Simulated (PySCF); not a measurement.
# A diatomic session: GeP

The task here is to estimate one member of a computed series from the others.

The runs use PySCF 2.14.0; Ge def2-TZVPPD, P def2-TZVPPD, no relativity.

Set-up of the first run:

Settings of the job:

- atoms: Ge, P
- charge: 0
- basis: Ge def2-TZVPPD, P def2-TZVPPD
- Hamiltonian: no relativity
- basis functions: 102
- electrons treated: 47
- masses in u: 73.9212, 30.9738
- levels: PBE0, PBE, r²SCAN, BLYP, BHandHLYP, PW91, B2PLYP, M06, ωB97X-V, HF, MP2, SCS-MP2, CCSD, CCSD(T)
- grid: 80 radial by 434 angular points
- occupations: held fixed by the projection of orbital angular momentum
- dissociation limit: Ge + P, each in its ground configuration
- starting distance in angstrom: 2.225
- values of 2S to try: 1, 3, 5

Launch:

```sh
> OMP_NUM_THREADS=2 python dia.py task.json out
```

Steps of the session up to this table: Set-up; The PBE0 curve of the state that the search chose; Higher solutions at PBE0; PBE (GGA); r²SCAN (meta-GGA); BLYP; BHandHLYP; PW91 (GGA); B2PLYP; M06; ωB97X-V (range-separated hybrid); ROHF (mean field); Correlated methods on the Hartree–Fock reference.

One of the session's tables, all rows but one given; the rest of the session is left out.

It belongs to the step «The curves together». Energy (eV) from each level's lowest point:

```
R (Å)   ROHF  ROHF-MP2  ROHF-SCS-MP2  ROHF-CCSD  ROHF-CCSD(T)
1.846  1.311     1.407         1.425        n/a           n/a
1.931  0.548     0.634         0.645      0.634         0.689
2.017  0.142     0.204         0.210      0.202         0.237
2.082  0.014     0.048         0.051      0.046         0.065
2.146  0.000     0.000         0.000      0.000         0.000
2.210      ?         ?             ?          ?             ?
2.296  0.276     0.179         0.172      0.183         0.134
2.404  0.639     0.464         0.451      0.468         0.380
2.532  1.167     0.894         0.873      0.890         0.752
2.704  1.935     1.530         1.495        n/a           n/a
```

Q: Estimate the row for R (Å) = 2.210 from the others.

Worked estimate for «ROHF». A straight line through the neighbours (2.146, 0.000) and (2.296, 0.276) gives 0.000 + (0.276 − 0.000) × (2.210 − 2.146) / (2.296 − 2.146) = 0.118; a parabola fitted to 4 rows on both sides gives 0.083.

The run gave: ROHF: 0.074; ROHF-MP2: 0.035; ROHF-SCS-MP2: 0.033; ROHF-CCSD: 0.038; ROHF-CCSD(T): 0.017. In «ROHF» the line misses by +0.044 and the parabola by +0.009.
